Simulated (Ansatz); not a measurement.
Input of an Ansatz 0.2.0 run:

Contents of input.yaml:

```yaml
crystal:
  lattice:
    - [1.95495, -14.82973, 0.0]
    - [1.95495, 14.82973, 0.0]
    - [0.0, 0.0, 3.8859]
  atoms:
    - { symbol: Ta, position: [0.20437, 0.79563, 0.0] }
    - { symbol: Ta, position: [0.92451, 0.07549, 0.0] }
    - { symbol: Ta, position: [0.07549, 0.92451, 0.0] }
    - { symbol: Ta, position: [0.79563, 0.20437, 0.0] }
    - { symbol: Ni, position: [0.5, 0.5, 0.0], spin: 0.999, spin_axis: [0.577, 0.577, 0.577] }
    - { symbol: O, position: [0.13987, 0.86013, 0.0] }
    - { symbol: O, position: [0.72107, 0.27893, 0.0] }
    - { symbol: O, position: [0.43645, 0.56355, 0.0] }
    - { symbol: O, position: [0.56355, 0.43645, 0.0] }
    - { symbol: O, position: [0.0, 0.0, 0.0] }
    - { symbol: O, position: [0.86013, 0.13987, 0.0] }
    - { symbol: O, position: [0.27893, 0.72107, 0.0] }
    - { symbol: O, position: [0.9279, 0.0721, 0.5] }
    - { symbol: O, position: [0.0721, 0.9279, 0.5] }
    - { symbol: O, position: [0.79436, 0.20564, 0.5] }
    - { symbol: O, position: [0.20564, 0.79436, 0.5] }
hamiltonian:
  xc: pbe
  pseudopotentials: { kind: paw_fr }
magnetization:
  noncollinear: true
  spin_orbit: true
kpoints:
  mp_grid: { grid: [5, 5, 5] }
  band_path:
    path:
      - [[0.0, 0.0, 0.0], [0.2543445503, 0.2543445503, 0.0], [0.0, 0.5, 0.0], [0.0, 0.5, 0.5], [0.2543445503, 0.2543445503, 0.5], [0.0, 0.0, 0.5], [0.0, 0.0, 0.0], [-0.5, 0.5, 0.0], [-0.2543445503, 0.7456554497, 0.0], [-0.2543445503, 0.7456554497, 0.5], [-0.5, 0.5, 0.5], [-0.5, 0.5, 0.0]]
      - [[0.0, 0.0, 0.5], [-0.5, 0.5, 0.5]]
    npoints: 10
scf:
  occupations: { method: fermi_dirac, width: 0.05 }
  n_extra_bands: 40
output:
  forces: true
  stress: true
  eigenvalues: true
  fatbands: true
```

Potentials or basis: Ansatz PAW.

The run is started by

```bash
$ ansatz run input.yaml --threads 8 --pin off --max-ram 20480MiB --backend cpu --events-out ev --progress --plain --runs-dir out
```

(1) Predict the absolute moment.

(2) What does it give for the largest force?

Results:

(1) 0.47 μB per cell.

(2) 0.101 eV/Å.

Caveat: semilocal functionals often make such compounds metallic where correlation or magnetic order opens a gap, which also shifts bond lengths.
